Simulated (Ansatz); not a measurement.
**C₂H₆Se₂: one species, many methods**

The task here is to estimate one member of a computed series from the others.

Program: Ansatz 0.2.0, Gaussian basis. Level of theory: functionals in def2-TZVPP, the program's frozen cores in correlated methods. These are calculated values, not measurements.

Levels to be run: LDA (SPW92), PBE-D4, revPBE-D4, BLYP-D4, r2SCAN-D4, B97M-V, PBE0-D4, B3LYP-D4, r2SCANh-D4, r2SCAN0-D4, HSE06-D4, BHLYP-D4, CAM-B3LYP-D4, LC-ωPBE, ωB97X-V, ωB97M-V, B2PLYP, PBE-QIDH; CCSD(T)/def2-SVP; CCSD(T)/def2-TZVPP; MP2/def2-QZVPP; extrapolation to the limit; RPA on PBE.

## The relaxed structure

The geometry comes from an earlier relaxation with PBE0-D4 in a triple-zeta def2 set; it is a stationary point, not always the lowest conformer.

SMILES `C[Se][Se]C`, 10 atoms, charge 0, spin multiplicity 1.

Atoms are counted from 1 here; the program's logs count them from 0.

Bond lengths: C1–Se2 1.950 Å, C1–H5 1.087 Å, C1–H6 1.088 Å, C1–H7 1.091 Å, Se2–Se3 2.308 Å, Se3–C4 1.950 Å, C4–H8 1.088 Å, C4–H9 1.091 Å, C4–H10 1.087 Å. Angles: Se2–C1–H5 109.8°, Se2–C1–H6 110.4°, Se2–C1–H7 106.2°, H5–C1–H6 110.8°, H5–C1–H7 109.9°, H6–C1–H7 109.6°, C1–Se2–Se3 100.6°, Se2–Se3–C4 100.6°, Se3–C4–H8 110.4°, Se3–C4–H9 106.2°, Se3–C4–H10 109.8°, H8–C4–H9 109.6°, H8–C4–H10 110.8°, H9–C4–H10 109.9°.

Set-up of the first run:

Contents of in.yaml:

```yaml
crystal:
  periodic: [false, false, false]
  atoms:
    - {symbol: C, position_ang: [-1.987814, 0.193462, 0.003856]}
    - {symbol: Se, position_ang: [-0.624713, 1.588005, 0.040504]}
    - {symbol: Se, position_ang: [1.023662, 0.540027, 1.270054]}
    - {symbol: C, position_ang: [1.964759, -0.425624, -0.139199]}
    - {symbol: H, position_ang: [-2.268715, -0.073353, 1.019941]}
    - {symbol: H, position_ang: [-1.624805, -0.676985, -0.538309]}
    - {symbol: H, position_ang: [-2.845474, 0.619623, -0.519442]}
    - {symbol: H, position_ang: [1.312619, -1.171964, -0.587624]}
    - {symbol: H, position_ang: [2.810217, -0.919768, 0.342525]}
    - {symbol: H, position_ang: [2.323365, 0.275278, -0.889307]}
basis:
  gaussian: {orbitals: def2-TZVPP}
hamiltonian: {xc: lda}
output: {orbitals: {seedname: orbitals}}
```

On the command line:

```sh
$ ansatz run in.yaml --threads 4 --pin off --events-out ev --progress --plain --max-ram 10444MiB
```

Among the steps run: LDA; PBE-D4 (GGA); revPBE-D4 (GGA); BLYP-D4 (GGA); r2SCAN-D4 (meta-GGA); B97M-V (meta-GGA); B3LYP-D4 (hybrid); r2SCANh-D4 (hybrid); r2SCAN0-D4 (hybrid); HSE06-D4 (hybrid); BHLYP-D4 (hybrid); CAM-B3LYP-D4 (range-separated); LC-ωPBE (range-separated); ωB97X-V (range-separated); ωB97M-V (range-separated); B2PLYP (double hybrid); PBE-QIDH (double hybrid).

One of the session's tables, all rows but one given; the rest of the session is left out.

It belongs to the step «Frontier levels by functional». 

| functional | HOMO (eV) | gap (eV) |
| --- | --- | --- |
| LDA (SPW92) | -5.48 | 3.42 |
| PBE-D4 | -5.34 | 3.53 |
| revPBE-D4 | -5.29 | 3.57 |
| BLYP-D4 | -5.18 | 3.47 |
| r2SCAN-D4 | -5.58 | 3.93 |
| B97M-V | -5.68 | 4.19 |
| PBE0-D4 | ? | ? |
| B3LYP-D4 | -6.24 | 5.06 |
| r2SCANh-D4 | -5.99 | 4.67 |
| r2SCAN0-D4 | -6.62 | 5.77 |
| HSE06-D4 | -6.07 | 4.76 |
| BHLYP-D4 | -7.45 | 7.46 |
| CAM-B3LYP-D4 | -7.74 | 7.83 |
| LC-ωPBE | -9.08 | 10.33 |
| ωB97X-V | -8.74 | 9.88 |
| ωB97M-V | -8.61 | 9.59 |

Q: Estimate the row for PBE0-D4 from the others.

As computed: HOMO (eV): -6.46; gap (eV): 5.53. In the column «HOMO (eV)» it lies between r2SCAN0-D4 (-6.62) and B3LYP-D4 (-6.24).
